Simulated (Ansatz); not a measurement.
# NaB, space group Fm-3m: a calculation of the elastic constants

With Ansatz 0.2.0 through its Python package.

Typed at the interpreter:
```pycon
>>> from dataclasses import replace
>>> import ansatz as az
>>> import numpy as np
>>> lattice = az.Lattice.of(
...     [0.0, 2.683869, 2.683869],
...     [2.683869, 0.0, 2.683869],
...     [2.683869, 2.683869, 0.0],
... )
>>> sites = [
...     ("Na", [0.0, 0.0, 0.0]),
...     ("B", [0.5, 0.5, 0.5]),
... ]
>>> crystal = az.Crystal(lattice=lattice)
>>> for symbol, position in sites:
...     crystal = crystal.atom(symbol, position)
...
>>> crystal.resolved().tree()["lattice"]
((0.0, 2.683869, 2.683869), (2.683869, 0.0, 2.683869), (2.683869, 2.683869, 0.0))
>>> job = (
...     crystal.calculation()
...     .functional("pbe")
...     .occupations("fermi_dirac")
...     .scf(tolerance=1e-08)
...     .basis(31 * az.Ry)
...     .pseudopotentials("paw")
...     .kpoints(14, 14, 14)
... )
>>> # first bring the cell to zero stress
>>> rest = job.relax(cell=True).run().lattice
DeckWarning: relax.cell: scf.convergence.dr2_threshold = 1e-8 eV is looser than the 2e-10 eV advised for a relaxation that steers and ends on the stress (1e-10 eV for each atom of the cell: 2). What [...]
>>> relaxed = az.Crystal(lattice=az.Lattice.of(rest.cell_ang))
>>> for site in rest.sites:
...     relaxed = relaxed.atom(site.symbol, site.position_frac)
...
>>> job = replace(job, crystal=relaxed)
>>> print("relaxed volume {:.3f} A^3".format(abs(np.linalg.det(rest.cell_ang))))
relaxed volume 38.895 A^3
>>> res = job.elastic("relaxed-ion", amplitude=0.01).run()
DeckWarning: elastic: scf.convergence.dr2_threshold = 1e-8 eV (typed) is looser than the 1.6e-9 eV advised at elastic.amplitude = 1e-2. Elastic constants divide stress differences by the amplitude, [...]
>>> elastic = res.elastic
>>> print("C_ij (GPa), Voigt order xx yy zz yz xz xy")
C_ij (GPa), Voigt order xx yy zz yz xz xy
>>> for row in elastic.c_gpa:
...     print(" ".join(f"{value:8.1f}" for value in row))
...
    76.5      0.6      0.6     -0.0      0.0     -0.0
     0.6     76.5      0.6     -0.0      0.0     -0.0
     0.6      0.6     76.5     -0.0     -0.0     -0.0
     0.0     -0.0      0.0     -6.7      0.0     -0.0
    -0.0     -0.0      0.0     -0.0     -6.7     -0.0
    -0.0     -0.0      0.0     -0.0     -0.0     -6.7
>>> print("smallest eigenvalue of C:", round(elastic.stability.min_eigenvalue_gpa, 1), "GPa; stable:", elastic.stability.stable)
smallest eigenvalue of C: -6.7 GPa; stable: False
>>> # averaged moduli need a positive definite tensor
>>> if elastic.stability.min_eigenvalue_gpa > 0:
...     m = elastic.moduli
...     anisotropy = 5 * m.g_voigt_gpa / m.g_reuss_gpa + m.k_voigt_gpa / m.k_reuss_gpa - 6
...     print(f"Voigt K {m.k_voigt_gpa:.1f} G {m.g_voigt_gpa:.1f}; Reuss K {m.k_reuss_gpa:.1f} G {m.g_reuss_gpa:.1f}; universal anisotropy index {anisotropy:.3f}")
...
```

Notes:
- The structure comes from a database of computed cells and needn't be a stable or known phase.
- Warnings are shown shortened and without file and line.
- Shear constants of a metal converge slowly with the k-point mesh and can be wrong in sign on a coarse one; the constants belong to the cell that was strained.
- It ran for 62 s on 1 thread of Arm Neoverse V1 (shared host), peak memory 0.53 GiB.

(A comment or docstring line of the script was reworded after the run, the code is as it ran; lines on the test bed's own set-up are left out of the output.)
